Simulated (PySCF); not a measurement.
# C2H7NSSi2: the cost of one run

Computed with PySCF 2.14.0, with density-fitted response routines of our own, on a single molecule in the gas phase. Atoms are numbered from 0 throughout.

## 1. The molecule as given

13 atoms, charge 0, multiplicity 1; geometry from: GFN2-xTB. The atoms were then displaced at random by about 0.01 Å, so the start is not that level's minimum.

Bonds of the start (Å): C0–S1 1.79, S1–Si2 2.14, Si2–Si3 2.35, Si3–C4 1.83, C4–N5 1.15, C0–H6 1.11, C0–H7 1.07, C0–H8 1.09, Si2–H9 1.48, Si2–H10 1.46, Si3–H11 1.47, Si3–H12 1.46.

## 2. Geometry optimisation at PBE0-D3(BJ)/def2-SVP

The job: settings as JSON, then the geometry in Å.

```
{"job": {"xc": "PBE0", "basis": "def2-SVP", "d3": "d3bj", "grid": 1, "shake": 0.01, "kind": "geom"}, "charge": 0, "multiplicity": 1}
C     -2.905200     0.213820    -0.255670
S     -1.541270    -0.664030    -1.005570
Si     0.083190     0.255880     0.038240
Si     2.048740    -0.751020    -0.764920
C      3.395990     0.046590     0.186030
N      4.224690     0.570330     0.796430
H     -2.818730     1.297820    -0.471590
H     -2.925520     0.070700     0.806700
H     -3.833240    -0.144080    -0.694100
H     -0.178830     0.059700     1.482830
H     -0.026360     1.694560    -0.195220
H      2.167630    -2.184490    -0.480220
H      2.314730    -0.482660    -2.175760
```

Launch:

```console
> OMP_NUM_THREADS=1 python probes_run.py task.json out
```

One launch serves the whole session: the jobs run in the order shown.

**Question.** How long does this first job take on 1 thread of Arm Neoverse V1, shared host, and how much memory does it need?

About 55 s, with a peak of 0.55 GiB.
